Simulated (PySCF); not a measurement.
**Ir⁺: excitation energy in x2c-TZVPPall plus 1 even-tempered diffuse shell per l**

Each state of iridium is computed at each level; their differences give the excitation energy. How far do the methods differ?

Method: unrestricted determinants in a Gaussian basis, no spin-orbit coupling in the energies. Code: PySCF 2.14.0.

## 1. Starting point

| Quantity | Value |
| --- | --- |
| Element | iridium (Z = 77) |
| Basis | x2c-TZVPPall with one added diffuse shell each of s, p, d, f type (12s8p8d4f1g, 113 functions) |
| Hamiltonian | the spin-free X2C one-electron Hamiltonian (Gaussian nucleus) |
| State 1 | Ir⁺: [Xe] 4f14 5d7 6p1, one real determinant (an excited configuration) |
| Needed too, but not shown | Ir⁺ [Xe] 4f14 5d7 6s1 (5F) |
| Methods | UHF, LDA, PBE, PBE0, r2SCAN, BP86, B2PLYP, r2SCAN0, MP2 |
| Core shells frozen in the correlated runs | valence: [Xe] 4f14; valence and next inner shell: [Kr] 4d10 4f14 (for Ir⁺) |

The outer shells:

Ir+ [Xe] 4f14 5d7 6p1
```
[Xe] core
4f [↑↓][↑↓][↑↓][↑↓][↑↓][↑↓][↑↓]
5d [↑↓][↑↓][↑ ][↑ ][↑ ]
6p [↑ ][  ][  ]
```

The runs were made by one driver on top of PySCF. The scripts below sum up each run's settings (the driver also hands on starting orbitals that pick excited configurations, and frozen orbitals as a list rather than a count), and the logs come from the driver's own runs. The driver starts from symmetry-adapted Hartree-Fock orbitals, holds the occupation by maximum overlap and uses a logarithmic radial grid for functionals, so a plain start would take other cycles.

The integrals over 113 functions and the set-up took 10 s of CPU time.

## 2. Ir⁺ [Xe] 4f14 5d7 6p1, method by method

#### UHF

The input, input.py:

```python
from pyscf import gto, scf, dft, mp, cc
import basis_set_exchange as bse
mol = gto.M(atom="Ir 0 0 0", charge=1, spin=4, symmetry="D2h",
            basis=gto.basis.parse(bse.get_basis("x2c-TZVPPall", elements=["Ir"], fmt="nwchem", augment_diffuse=1)),
            nucmod="G")
mf = scf.UHF(mol).sfx2c1e()
mf.irrep_nelec = {'Ag': (11, 10), 'B1g': (3, 3), 'B2g': (3, 2), 'B3g': (3, 2), 'Au': (1, 1), 'B1u': (6, 6), 'B2u': (7, 6), 'B3u': (6, 6)}
mf.kernel()
```

#### LDA

input.py, as changed from the run before:

```diff
@@ -5,3 +5,3 @@
             nucmod="G")
-mf = scf.UHF(mol).sfx2c1e()
+mf = dft.UKS(mol, xc="LDA,VWN").sfx2c1e()
 mf.irrep_nelec = {'Ag': (11, 10), 'B1g': (3, 3), 'B2g': (3, 2), 'B3g': (3, 2), 'Au': (1, 1), 'B1u': (6, 6), 'B2u': (7, 6), 'B3u': (6, 6)}
```

#### PBE

input.py, as changed from the run before:

```diff
@@ -5,3 +5,3 @@
             nucmod="G")
-mf = dft.UKS(mol, xc="LDA,VWN").sfx2c1e()
+mf = dft.UKS(mol, xc="PBE").sfx2c1e()
 mf.irrep_nelec = {'Ag': (11, 10), 'B1g': (3, 3), 'B2g': (3, 2), 'B3g': (3, 2), 'Au': (1, 1), 'B1u': (6, 6), 'B2u': (7, 6), 'B3u': (6, 6)}
```

#### PBE0

input.py, as changed from the run before:

```diff
@@ -5,3 +5,3 @@
             nucmod="G")
-mf = dft.UKS(mol, xc="PBE").sfx2c1e()
+mf = dft.UKS(mol, xc="PBE0").sfx2c1e()
 mf.irrep_nelec = {'Ag': (11, 10), 'B1g': (3, 3), 'B2g': (3, 2), 'B3g': (3, 2), 'Au': (1, 1), 'B1u': (6, 6), 'B2u': (7, 6), 'B3u': (6, 6)}
```

#### r2SCAN

input.py, as changed from the run before:

```diff
@@ -5,3 +5,3 @@
             nucmod="G")
-mf = dft.UKS(mol, xc="PBE0").sfx2c1e()
+mf = dft.UKS(mol, xc="R2SCAN").sfx2c1e()
 mf.irrep_nelec = {'Ag': (11, 10), 'B1g': (3, 3), 'B2g': (3, 2), 'B3g': (3, 2), 'Au': (1, 1), 'B1u': (6, 6), 'B2u': (7, 6), 'B3u': (6, 6)}
```

#### BP86

input.py, as changed from the run before:

```diff
@@ -5,3 +5,3 @@
             nucmod="G")
-mf = dft.UKS(mol, xc="R2SCAN").sfx2c1e()
+mf = dft.UKS(mol, xc="B88,P86").sfx2c1e()
 mf.irrep_nelec = {'Ag': (11, 10), 'B1g': (3, 3), 'B2g': (3, 2), 'B3g': (3, 2), 'Au': (1, 1), 'B1u': (6, 6), 'B2u': (7, 6), 'B3u': (6, 6)}
```

#### B2PLYP

input.py, as changed from the run before:

```diff
@@ -5,3 +5,3 @@
             nucmod="G")
-mf = dft.UKS(mol, xc="B88,P86").sfx2c1e()
+mf = dft.UKS(mol, xc="0.53*HF + 0.47*B88, 0.73*LYP").sfx2c1e()
 mf.irrep_nelec = {'Ag': (11, 10), 'B1g': (3, 3), 'B2g': (3, 2), 'B3g': (3, 2), 'Au': (1, 1), 'B1u': (6, 6), 'B2u': (7, 6), 'B3u': (6, 6)}
```

#### r2SCAN0

input.py, as changed from the run before:

```diff
@@ -5,3 +5,3 @@
             nucmod="G")
-mf = dft.UKS(mol, xc="0.53*HF + 0.47*B88, 0.73*LYP").sfx2c1e()
+mf = dft.UKS(mol, xc="HYB_MGGA_XC_R2SCAN0").sfx2c1e()
 mf.irrep_nelec = {'Ag': (11, 10), 'B1g': (3, 3), 'B2g': (3, 2), 'B3g': (3, 2), 'Au': (1, 1), 'B1u': (6, 6), 'B2u': (7, 6), 'B3u': (6, 6)}
```

#### MP2 (valence)

input.py, as changed from the run before:

```diff
@@ -5,4 +5,5 @@
             nucmod="G")
-mf = dft.UKS(mol, xc="HYB_MGGA_XC_R2SCAN0").sfx2c1e()
+mf = scf.UHF(mol).sfx2c1e()
 mf.irrep_nelec = {'Ag': (11, 10), 'B1g': (3, 3), 'B2g': (3, 2), 'B3g': (3, 2), 'Au': (1, 1), 'B1u': (6, 6), 'B2u': (7, 6), 'B3u': (6, 6)}
 mf.kernel()
+mp.UMP2(mf, frozen=34).kernel()
```

## 3. Ir⁺ [Xe] 4f14 5d7 6p1, continued

#### MP2 (valence and next inner shell)

input.py, as its differences from that of step 2:

```diff
@@ -8,2 +8,2 @@
 mf.kernel()
-mp.UMP2(mf, frozen=34).kernel()
+mp.UMP2(mf, frozen=30).kernel()
```

Before running it: what results should come out?

As calculated:

| quantity | value |
| --- | --- |
| excitation energy, Ir⁺ → [Xe] 4f14 5d7 6p1 | UHF 6.038, MP2 (valence and next inner shell) 6.571 eV |

The methods span 0.588 eV, from UHF (6.038) to r2SCAN (6.626). No reference value is at hand in this session. The basis is finite, and no extrapolation was made.
